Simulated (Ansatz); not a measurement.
WAu:

```
W Au
1.0
     0.00000    2.74798    2.74798
     2.74798    0.00000    2.74798
     2.74798    2.74798    0.00000
W Au
1 1
Direct
  0.00000 0.00000 0.00000
  0.75000 0.75000 0.75000
```

The cell was built by a generator and needn't be a form met in nature.

| Quantity | Value |
| --- | --- |
| Program | Ansatz 0.2.0 |
| Task | relaxation of cell and atoms |
| Functional | PBEsol |
| Dispersion | D4 |
| Potentials or basis | Ansatz PAW |
| Cutoff | 420 eV (not typed: the program's choice for these potentials) |
| k mesh | 8 × 8 × 8 |
| Occupations | fermi-dirac, width 0.05 eV |
| Spin | no spin polarisation |

At the start: volume 20.75 Å³/atom.

Problem. How do energy, volume and symmetry change on relaxing?

Solution. It ends after 5 steps and the volume is 23.38 Å³/atom (+12.7 %); space group F-43m (No. 216, to 0.05 Å).

Step by step:
```csv
step,energy change (eV),largest force (eV/Å),volume (Å³)
1,0.0000,0.0000,41.50
2,-0.3300,0.0000,47.87
3,-0.3415,0.0000,46.98
4,-0.3421,0.0000,46.76
5,-0.3437,0.0000,46.76
```

Final structure:
```xyz
2
Lattice="0.0000 2.8595 2.8595 2.8595 0.0000 2.8595 2.8595 2.8595 0.0000" Properties=species:S:1:pos:R:3 pbc="T T T"
W     0.0000    0.0000    0.0000
Au    4.2892    4.2892    4.2892
```

Caveat: the plane-wave basis is chosen anew once the cell has moved, so the energies of steps on either side of that aren't comparable; pairwise dispersion overbinds metals, which lowers pressure and volume; the PAW data sets come from PBE, with cores solved anew for the run's functional, which leaves a small shift of forces and pressure.
